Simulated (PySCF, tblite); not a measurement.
# Al10H29N4O5−: electronic excitations

Aim: compute the electronic excitations of Al10H29N4O5−.

Computed with tblite 0.8.0 and PySCF 2.14.0 and routines of our own; the level stands in each step. Atoms count from 0.

## Step 1: The system as given

48 atoms, charge -1, multiplicity 1; geometry from: force field, distance geometry or constructed start.

## Step 2: Geometry optimisation with GFN2-xTB

Job settings and geometry (Å):

```
{"job": {"kind": "relax", "xc": "GFN2-xTB", "basis": "xTB"}, "charge": -1, "multiplicity": 1}
Al     2.351800     2.646700    -2.030700
Al     2.343700     0.461100     0.154000
Al     0.162100     2.646200     0.161900
Al     0.156200     0.462900    -2.035300
Al     0.155900    -1.732700     0.164300
Al    -2.036400    -1.732000    -2.031700
Al    -2.033000     0.460200     0.157600
Al     2.350300    -1.728800     2.352400
Al    -2.030400     2.646400     2.350500
Al     0.154100     0.457700     2.352500
N      1.249800     1.552300    -0.936200
N      1.249400    -0.638500     1.255900
N     -0.941500     1.554200     1.260900
N     -0.935900    -0.637100    -0.936800
O     -3.115000    -0.646800    -3.108500
H     -3.125900    -0.977100    -4.034300
H     -4.044300    -0.638800    -2.782000
O      3.425400    -2.814600     1.270300
H      4.357800    -2.483600     1.262600
H      3.440500    -3.742200     1.599800
O     -3.115100    -0.617400     1.242100
H     -3.514000    -0.099300     1.977700
H     -3.846700    -1.016900     0.726800
O      1.232300    -0.625500    -3.110200
H      0.716700    -1.018900    -3.845100
H      1.967800    -0.101700    -3.506500
O     -0.922100    -2.808900     1.239900
H     -1.323700    -3.547900     0.721400
H     -0.401800    -3.211100     1.975900
H     -1.142900     3.538000     3.243500
H     -0.728600     1.348200    -2.919300
H      1.455900    -2.619300     3.240300
H      1.456800     3.537700    -2.920100
H     -2.920100    -2.621900    -1.136200
H      1.047200     1.349400     3.236800
H      3.236500     3.539800    -1.142800
H      3.235200     1.759500    -2.922300
H      1.046900     3.540100     1.047500
H     -2.921100     1.343700    -0.728300
H     -0.737000    -0.427200     3.241300
H      3.235900    -0.844700     3.243900
H     -0.726300     3.532000    -0.724500
H      3.240900     1.348600     1.046500
H     -1.141400    -2.621100    -2.920000
H     -2.925900     3.539300     1.464200
H      1.044100    -2.619000    -0.731600
H      3.238400    -0.430500    -0.728800
H     -2.922500     1.762000     3.242400
```

Started as:

```console
$ OMP_NUM_THREADS=2 python large_run.py task.json out
```

The driver reads the jobs from task.json and runs them one after another.

The log of the run:

```text
step      E/eV     max force
  0   -1588.08646    3.258
  1   -1589.24690    2.214
  2   -1589.96281    1.685
  3   -1590.19523    0.958
  4   -1590.75333    1.192
  5   -1590.99094    1.393
  6   -1591.33154    1.119
  7   -1591.51872    0.716
  8   -1591.66295    0.581
  9   -1591.76394    0.671
 10   -1591.87774    0.884
 11   -1591.97753    0.835
 12   -1592.08360    0.672
 13   -1592.16388    0.988
 14   -1592.25632    0.793
 15   -1592.34506    0.659
 16   -1592.44932    0.660
 17   -1592.52165    0.598
 18   -1592.62013    0.563
 19   -1592.69059    0.783
 20   -1592.71265    0.928
 21   -1592.79959    0.546
 22   -1592.85623    0.502
 23   -1592.93341    0.502
 24   -1592.98444    0.547
 25   -1593.05060    0.677
 26   -1593.11211    0.648
 27   -1593.17201    0.475
 28   -1593.21000    0.408
 29   -1593.24903    0.378
 30   -1593.28961    0.491
 31   -1593.32932    0.462
 32   -1593.36196    0.408
 33   -1593.38959    0.468
 34   -1593.41370    0.516
 35   -1593.44051    0.407
 36   -1593.46532    0.254
 37   -1593.48692    0.249
 38   -1593.50285    0.330
 39   -1593.51739    0.324
 40   -1593.53063    0.232
 41   -1593.54310    0.189
 42   -1593.55563    0.286
 43   -1593.56952    0.262
 44   -1593.58260    0.190
 45   -1593.59424    0.207
 46   -1593.60501    0.201
 47   -1593.61532    0.189
 48   -1593.62636    0.187
 49   -1593.63941    0.179
 50   -1593.65429    0.241
 51   -1593.66976    0.240
 52   -1593.68303    0.193
 53   -1593.69324    0.181
 54   -1593.70232    0.185
 55   -1593.71049    0.180
 56   -1593.71648    0.116
 57   -1593.72184    0.108
 58   -1593.72735    0.157
 59   -1593.73369    0.181
 60   -1593.74005    0.131
 61   -1593.74562    0.129
 62   -1593.75018    0.119
 63   -1593.75466    0.147
 64   -1593.75920    0.136
 65   -1593.76365    0.112
 66   -1593.76805    0.121
 67   -1593.77297    0.122
 68   -1593.77810    0.133
 69   -1593.78292    0.155
 70   -1593.78702    0.137
 71   -1593.79072    0.126
 72   -1593.79416    0.151
 73   -1593.79786    0.111
 74   -1593.80141    0.116
 75   -1593.80516    0.139
 76   -1593.80900    0.168
 77   -1593.81290    0.162
 78   -1593.81601    0.121
 79   -1593.81889    0.119
 80   -1593.82133    0.098
 81   -1593.82407    0.111
 82   -1593.82616    0.086
 83   -1593.82843    0.091
 84   -1593.83065    0.091
 85   -1593.83302    0.121
 86   -1593.83517    0.095
 87   -1593.83695    0.113
 88   -1593.83841    0.128
 89   -1593.84002    0.096
 90   -1593.84206    0.083
 91   -1593.84372    0.076
 92   -1593.84523    0.071
 93   -1593.84650    0.061
 94   -1593.84771    0.085
 95   -1593.84894    0.095
 96   -1593.85011    0.069
 97   -1593.85119    0.055
 98   -1593.85204    0.062
 99   -1593.85285    0.077
100   -1593.85373    0.065
101   -1593.85490    0.064
102   -1593.85588    0.064
103   -1593.85681    0.060
104   -1593.85757    0.044
105   -1593.85837    0.054
106   -1593.85934    0.068
107   -1593.86047    0.077
108   -1593.86156    0.058
109   -1593.86249    0.046
110   -1593.86340    0.051
111   -1593.86441    0.081
112   -1593.86556    0.077
113   -1593.86662    0.056
114   -1593.86752    0.048
115   -1593.86832    0.061
116   -1593.86914    0.063
117   -1593.86994    0.055
118   -1593.87078    0.055
119   -1593.87175    0.065
120   -1593.87296    0.091
121   -1593.87435    0.081
122   -1593.87567    0.064
123   -1593.87681    0.052
124   -1593.87787    0.062
125   -1593.87906    0.076
126   -1593.88046    0.083
127   -1593.88211    0.093
128   -1593.88396    0.099
129   -1593.88594    0.101
130   -1593.88783    0.086
131   -1593.88972    0.074
132   -1593.89174    0.088
133   -1593.89443    0.116
134   -1593.89778    0.129
135   -1593.90147    0.133
136   -1593.90439    0.119
137   -1593.90701    0.100
138   -1593.90915    0.105
139   -1593.91175    0.116
140   -1593.91430    0.132
141   -1593.91743    0.103
142   -1593.92048    0.164
143   -1593.92359    0.097
144   -1593.92652    0.101
145   -1593.92958    0.088
146   -1593.93225    0.089
147   -1593.93470    0.087
148   -1593.93694    0.091
149   -1593.93949    0.100
150   -1593.94260    0.108
151   -1593.94670    0.123
152   -1593.95011    0.119
153   -1593.95336    0.107
154   -1593.95648    0.111
155   -1593.95944    0.133
156   -1593.96083    0.314
157   -1593.96435    0.114
158   -1593.96698    0.095
159   -1593.97052    0.099
160   -1593.97299    0.095
161   -1593.97494    0.101
162   -1593.97637    0.089
163   -1593.97764    0.063
164   -1593.97898    0.074
165   -1593.98065    0.064
166   -1593.98234    0.072
167   -1593.98389    0.077
168   -1593.98533    0.079
169   -1593.98679    0.084
170   -1593.98803    0.070
171   -1593.98900    0.058
172   -1593.98982    0.064
173   -1593.99075    0.067
174   -1593.99178    0.063
175   -1593.99275    0.053
176   -1593.99359    0.052
177   -1593.99433    0.051
178   -1593.99501    0.046
179   -1593.99562    0.044
180   -1593.99613    0.047
181   -1593.99659    0.045
182   -1593.99706    0.034
183   -1593.99756    0.043
184   -1593.99806    0.034
185   -1593.99851    0.040
186   -1593.99892    0.035
187   -1593.99933    0.039
188   -1593.99973    0.041
189   -1594.00009    0.036
190   -1594.00044    0.036
191   -1594.00082    0.035
192   -1594.00125    0.041
193   -1594.00171    0.041
194   -1594.00220    0.033
195   -1594.00274    0.046
196   -1594.00339    0.050
197   -1594.00409    0.044
198   -1594.00472    0.046
199   -1594.00522    0.047
200   -1594.00567    0.047
201   -1594.00614    0.044
202   -1594.00663    0.037
203   -1594.00707    0.033
204   -1594.00743    0.032
205   -1594.00779    0.033
206   -1594.00819    0.039
207   -1594.00862    0.034
208   -1594.00904    0.038
209   -1594.00946    0.039
210   -1594.00995    0.043
211   -1594.01050    0.045
212   -1594.01101    0.033
213   -1594.01143    0.030
214   -1594.01179    0.046
215   -1594.01214    0.045
216   -1594.01251    0.033
217   -1594.01290    0.033
218   -1594.01333    0.041
219   -1594.01384    0.057
220   -1594.01444    0.050
221   -1594.01496    0.043
222   -1594.01538    0.036
223   -1594.01575    0.037
224   -1594.01622    0.048
225   -1594.01683    0.044
226   -1594.01750    0.081
227   -1594.01828    0.060
228   -1594.01912    0.057
229   -1594.02010    0.059
230   -1594.02090    0.059
231   -1594.02172    0.047
232   -1594.02238    0.112
233   -1594.02343    0.075
234   -1594.02498    0.081
235   -1594.02646    0.110
236   -1594.02804    0.094
237   -1594.02913    0.191
238   -1594.03040    0.120
239   -1594.03171    0.061
240   -1594.03301    0.140
241   -1594.03472    0.157
242   -1594.03634    0.124
243   -1594.03754    0.199
244   -1594.03929    0.113
245   -1594.04082    0.070
246   -1594.04266    0.167
247   -1594.04449    0.132
248   -1594.04654    0.082
249   -1594.04831    0.211
250   -1594.05051    0.079
251   -1594.05277    0.094
252   -1594.05537    0.114
253   -1594.05749    0.095
254   -1594.06002    0.106
255   -1594.06233    0.110
256   -1594.06252    0.323
257   -1594.06567    0.115
258   -1594.06693    0.097
259   -1594.06827    0.061
260   -1594.06997    0.062
261   -1594.07114    0.069
262   -1594.07288    0.061
263   -1594.07447    0.064
264   -1594.07615    0.064
265   -1594.07765    0.066
266   -1594.07896    0.084
267   -1594.07977    0.076
268   -1594.08077    0.050
269   -1594.08168    0.058
270   -1594.08257    0.045
271   -1594.08351    0.062
272   -1594.08447    0.067
273   -1594.08535    0.065
274   -1594.08611    0.042
275   -1594.08674    0.044
276   -1594.08730    0.054
277   -1594.08787    0.047
278   -1594.08852    0.046
279   -1594.08918    0.058
280   -1594.08981    0.063
281   -1594.09040    0.062
282   -1594.09100    0.046
283   -1594.09160    0.038
284   -1594.09217    0.040
285   -1594.09269    0.067
286   -1594.09320    0.081
287   -1594.09374    0.076
288   -1594.09430    0.049
289   -1594.09482    0.045
290   -1594.09536    0.048
291   -1594.09598    0.051
292   -1594.09671    0.063
293   -1594.09743    0.048
294   -1594.09801    0.038
295   -1594.09848    0.038
296   -1594.09891    0.038
297   -1594.09939    0.036
298   -1594.09991    0.041
299   -1594.10046    0.047
300   -1594.10104    0.044
301   -1594.10166    0.049
302   -1594.10225    0.039
303   -1594.10269    0.027
304   -1594.10295    0.020
```

Run time: 30 s. Hardware: 2 threads of Arm Neoverse N1, shared host; peak memory 0.16 GiB.

Along the way:

```csv
step,energy from step 0 (eV),largest force (eV/Å)
0,0.0000,3.2574
1,-1.1604,2.2134
2,-1.8764,1.6841
3,-2.1088,0.9577
4,-2.6669,1.1923
5,-2.9045,1.3932
6,-3.2451,1.1186
7,-3.4323,0.7157
8,-3.5765,0.5812
34,-5.3272,0.5158
61,-5.6592,0.1290
87,-5.7505,0.1128
114,-5.7811,0.0484
140,-5.8278,0.1318
167,-5.8974,0.0767
193,-5.9153,0.0402
220,-5.9280,0.0498
246,-5.9562,0.1674
273,-5.9989,0.0652
300,-6.0146,0.0444
301,-6.0152,0.0488
302,-6.0158,0.0384
303,-6.0162,0.0273
304,-6.0165,0.0200
```

Close pairs (by a distance rule), those that changed most:

```csv
bond,before (Å),after (Å),change (Å)
Al2–Al6,3.098,2.692,-0.406
Al2–Al9,3.097,2.701,-0.395
Al7–Al9,3.099,2.709,-0.390
Al8–Al9,3.092,2.724,-0.368
Al2–H41,1.536,1.848,+0.312
Al1–H46,1.541,1.706,+0.165
Al8–H47,1.541,1.704,+0.164
Al0–H36,1.537,1.658,+0.121
```

The end geometry stands in the next job.

## Step 3: Electronic excitations: TDA CAM-B3LYP/def2-SVP

Job settings and geometry (Å):

```
{"job": {"kind": "uv", "basis": "def2-SVP", "grid": 1, "kgrid": 0, "vcut": 1.5, "nstates": 6, "ntriplets": 2, "tda": true, "delta": [], "pop": true, "xc": "CAM-B3LYP"}, "charge": -1, "multiplicity": 1}
Al     2.603111     2.035620    -2.090984
Al     2.334465     0.169709     0.028962
Al     0.129886     2.429350     0.267967
Al     0.057535     0.779911    -1.981036
Al    -0.077343    -1.551160     0.032991
Al    -1.872726    -1.642753    -2.185498
Al    -2.045385     0.906645    -0.175519
Al     2.230582    -1.436359     2.506107
Al    -2.067185     1.382758     2.902889
Al     0.437366     0.571090     2.204172
N      1.338014     1.501467    -0.812589
N      1.169788    -0.803913     1.130239
N     -1.040155     1.367329     1.331048
N     -1.072607    -0.435989    -1.054250
O     -2.930702    -0.401306    -3.143251
H     -2.169845     0.135996    -3.476040
H     -3.324332     0.197996    -2.471085
O      3.666615    -2.023002     1.475656
H      3.374988    -1.643059     0.605605
H      4.586899    -2.296003     1.424209
O     -3.410859    -0.147231     0.741167
H     -3.155939    -0.115527     1.696987
H     -4.288588     0.232764     0.656449
O      1.097340    -0.408227    -2.973746
H      1.010623    -1.370582    -2.949405
H      2.029517    -0.122788    -2.850971
O     -1.174336    -2.160544     1.396061
H     -2.050342    -2.533618     1.543735
H     -0.877501    -1.619217     2.174575
H     -1.239721     2.071266     4.043597
H     -0.798889     1.218750    -3.247556
H      1.714566    -2.815960     3.063050
H      1.700469     2.123827    -3.440047
H     -2.887257    -2.557403    -1.399743
H      1.513057     1.760785     2.340727
H      3.384292     3.329093    -1.704353
H      3.548243     0.695964    -2.338206
H      0.433770     3.889806     0.649632
H     -3.293731     1.393141    -1.087068
H     -0.021096    -0.418090     3.449764
H      2.849088    -0.391863     3.480400
H     -1.121508     2.413467    -1.091356
H      3.631181     0.681086     0.766136
H     -1.020657    -2.224005    -3.378896
H     -3.493294     2.026910     2.512549
H      0.339457    -2.760908    -0.892211
H      2.810992    -1.191460    -0.881847
H     -2.557804    -0.221816     3.202633
```

With the program's defaults for keys left out, this is: TDA CAM-B3LYP/def2-SVP, vertical, gas phase, core orbitals frozen in the response, virtual orbitals cut by energy.

The log of the run:

```text
start: PBE on a coarse grid of 40908 points
cycle   1  E = -3032.8831952316  dE =  2.346e+00  |g| = 1.817e+00  |ddm| = 7.471e+00
cycle   2  E = -3030.4083247937  dE =  2.475e+00  |g| = 3.672e+00  |ddm| = 1.230e+01
cycle   3  E = -3033.4742259645  dE = -3.066e+00  |g| = 6.250e-01  |ddm| = 1.059e+01
cycle   4  E = -3033.5757665155  dE = -1.015e-01  |g| = 2.491e-01  |ddm| = 1.639e+00
cycle   5  E = -3033.5875114863  dE = -1.174e-02  |g| = 8.593e-02  |ddm| = 4.820e-01
cycle   6  E = -3033.5893001206  dE = -1.789e-03  |g| = 3.170e-02  |ddm| = 2.315e-01
cycle   7  E = -3033.5895314604  dE = -2.313e-04  |g| = 1.159e-02  |ddm| = 7.729e-02
cycle   8  E = -3033.5895609299  dE = -2.947e-05  |g| = 1.779e-03  |ddm| = 1.981e-02
final grid: 162656 points
cycle   9  E = -3036.0663914214  dE = -2.329e-02  |g| = 1.002e-01  |ddm| = 1.016e+00
cycle  10  E = -3036.0665590951  dE = -1.677e-04  |g| = 1.030e-01  |ddm| = 2.063e-01
cycle  11  E = -3036.0687160940  dE = -2.157e-03  |g| = 1.481e-02  |ddm| = 1.440e-01
cycle  12  E = -3036.0687663638  dE = -5.027e-05  |g| = 6.437e-03  |ddm| = 3.572e-02
cycle  13  E = -3036.0687773938  dE = -1.103e-05  |g| = 1.513e-03  |ddm| = 1.225e-02
cycle  14  E = -3036.0687742783  dE =  3.115e-06  |g| = 3.162e-04  |ddm| = 2.976e-03
cycle  15  E = -3036.0687740328  dE =  2.454e-07  |g| = 1.115e-04  |ddm| = 7.586e-04
cycle  16  E = -3036.0687761283  dE = -2.096e-06  |g| = 5.340e-05  |ddm| = 3.380e-04
converged SCF energy = -3036.0687761283

Static polarisability (au): isotropic 275.831, principal 257.712 280.204 289.576

Singlet excitations
state   eV       nm        f      main configurations
  1   6.1451    201.8   0.01747   H->L 0.66
  2   6.3225    196.1   0.01000   H->L+1 0.35, H-1->L 0.25
  3   6.5209    190.1   0.00406   H-2->L 0.15, H->L+1 0.13, H-6->L 0.09
  4   6.6128    187.5   0.01308   H->L+2 0.19, H-1->L+2 0.12, H-1->L+1 0.12
  5   6.6825    185.5   0.00654   H-1->L+2 0.10, H-1->L+4 0.10, H-1->L+3 0.09
  6   6.7227    184.4   0.00456   H-4->L 0.20, H-2->L 0.09, H->L+2 0.08

Triplet excitations (Tamm-Dancoff, eV): 5.8738 6.0446
```

It took 5.7 min on 2 threads of Arm Neoverse N1, shared host; peak memory 1.5 GiB.

The orbitals next to the gap, with their largest atomic shares:

```csv
orbital,eV,atoms
HOMO−4,-5.94,"H34 10 %, N12 9 %, H42 8 %"
HOMO−3,-5.86,"H29 15 %, Al8 12 %, H35 10 %"
HOMO−2,-5.70,"N12 16 %, H35 16 %, Al0 13 %"
HOMO−1,-5.47,"H44 14 %, H32 13 %, N12 10 %"
HOMO,-5.29,"H46 13 %, H39 9 %, N11 9 %"
LUMO,3.37,"H27 19 %, Al4 13 %, H19 8 %"
LUMO+1,3.62,"H27 20 %, H19 15 %, Al7 8 %"
LUMO+2,3.69,"Al5 27 %, H19 10 %, Al4 6 %"
LUMO+3,4.07,"H24 18 %, Al6 10 %, Al5 8 %"
```

With each of the 6 states as a Gaussian band of 0.4 eV half-width at 1/e, the curve within the window shown has maxima at 193 nm (ε 1,700) L/(mol cm). Beyond the last state computed it falls off for lack of states. The curve at chosen wavelengths:

(nm, ε (L/mol/cm)): (177, 478), (179, 678), (181, 898), (183, 1116), (185, 1313), (186, 1398), (188, 1536), (190, 1627), (192, 1670), (194, 1669), (196, 1630), (198, 1556), (200, 1453), (201, 1391), (203, 1253), (205, 1100), (207, 941), (209, 784), (211, 635), (213, 501), (215, 384), (216, 333), (218, 246), (220, 177), (222, 124), (224, 86)

Further results of this job:

```csv
property,computed
polarisability (Å³),40.87
HOMO–LUMO gap (eV),8.66
−ε(HOMO) (eV),5.29
```

## Step 4: What came out

| quantity | value |
| --- | --- |
| lowest singlet (CAM-B3LYP/def2-SVP) | 6.15 eV (202 nm), f = 0.017 |
| lowest triplet | 5.87 eV |

**Reading.** The lowest singlet, at 6.15 eV, is HOMO→LUMO 0.66 and is weak. The lowest triplet lies 0.27 eV below the lowest singlet. The lowest singlet lies above −ε(HOMO); no detachment energy was computed, so the anion's states may not be bound.
